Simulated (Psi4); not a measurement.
# wB97X-D/def2-TZVP (density fitting, sweep point 5) run of GeSe (Germanium monoselenide)

Wanted: energy and gradient of GeSe (Germanium monoselenide). 

Program for the calculation: Psi4 1.11.

3 further runs of the same task are left out: 1 that didn't finish, 2 set aside as unsound or not needed.

### 1 The system as given

The species is GeSe (2 atoms), meant as a singlet with charge 0. SMILES: `[Ge-]#[Se+]`. The bond length is the measured one.

Bond lengths: Ge1–Se2 2.135 Å.

### 2 Energy and gradient at wB97X-D/def2-TZVP (density fitting, sweep point 5)

run.py reads:

```python
import psi4

psi4.set_memory('1600 MB')
psi4.set_num_threads(1)
psi4.set_output_file('output.dat', False)

geom = psi4.geometry("""
0 1
Ge     0.000000     0.000000     0.000000
Se     0.000000     0.000000     2.134629
symmetry c1
""")

psi4.set_options(dict(basis='def2-TZVP', reference='rks', scf_type='df', orbital_optimizer_package='ooo'))

e = psi4.gradient("wb97x-d")
print('gradient / Eh bohr^-1')
print(e.np.round(6))
```

Started as:

```console
python run.py
```

output.dat:

```text
[...]
  Running in c1 symmetry.
[...]
  Nuclear repulsion =  269.716566770600423
[...]
  Multiplicity = 1
[...]
  Nalpha       = 33
  Nbeta        = 33
[...]
    Number of basis functions: 96
[...]
   @DF-RKS iter   1: -4476.91087073557719   -4.47691e+03   3.64278e-02 ODA
[...]
   @DF-RKS iter  15: -4478.71674587206235    0.00000e+00   1.04633e-09 Converged
[...]
    Orbital Energies [Eh]
    ---------------------
    Doubly Occupied:
       1A   -454.146530     2A   -399.032000     3A    -58.235578
       4A    -52.262477     5A    -52.262477     6A    -52.262072
       7A    -49.981098     8A    -44.479526     9A    -44.479526
      10A    -44.476612    11A     -7.924264    12A     -6.364912
      13A     -5.856696    14A     -5.856696    15A     -5.856208
      16A     -4.530647    17A     -4.530647    18A     -4.522598
      19A     -2.199336    20A     -2.198852    21A     -2.198829
      22A     -2.198491    23A     -2.198491    24A     -1.342621
      25A     -1.342609    26A     -1.336505    27A     -1.336270
      28A     -1.336270    29A     -0.778234    30A     -0.539742
      31A     -0.346262    32A     -0.342600    33A     -0.342600
[...]
  @DF-RKS Final Energy: -4478.71677216939952
   => Energetics <=
    Nuclear Repulsion Energy =            269.7165667706004228
    One-Electron Energy =               -6777.0948488151843776
    Two-Electron Energy =                2153.1475664537842931
    DFT Exchange-Correlation Energy =    -124.4860302812549406
    Empirical Dispersion Energy =          -0.0000262973454231
    VV10 Nonlocal Energy =                  0.0000000000000000
    Total Energy =                      -4478.7167721694004285
[...]
 Multipole Moments:
 ------------------------------------------------------------------------------------
     Multipole            Electronic (a.u.)      Nuclear  (a.u.)        Total (a.u.)
 ------------------------------------------------------------------------------------
 L = 1.  Multiply by 2.5417464519 to convert [e a0] to [Debye]
 Dipole X            :         -0.0000000            0.0000000           -0.0000000
 Dipole Y            :         -0.0000000            0.0000000           -0.0000000
 Dipole Z            :          0.3653634           -1.1539755           -0.7886121
 Magnitude           :                                                    0.7886121
[...]
  -Total Gradient:
     Atom            X                  Y                   Z
    ------   -----------------  -----------------  -----------------
       1        0.000000000000     0.000000000000    -0.001621485473
       2        0.000000000002     0.000000000000     0.001271853579
[...]
```

Standard output:

```text
gradient / Eh bohr^-1
[[ 0.        0.       -0.001621]
 [ 0.        0.        0.001272]]
```

Run time: 11 s. Hardware: 1 thread of Intel Xeon Platinum 8259CL at 2.50GHz (Skylake/Cascade Lake), shared host; peak memory 0.43 GiB.

### 3 Summary of results

Level: wB97X-D/def2-TZVP (density fitting, sweep point 5).

```
                quantity           value
            total energy  -4478.71677 Eh
           dipole moment          2.00 D
             HOMO energy        -9.32 eV
             LUMO energy        -0.77 eV
           HOMO–LUMO gap         8.55 eV
       dispersion energy    -0.07 kJ/mol
largest force on an atom      0.083 eV/Å
```
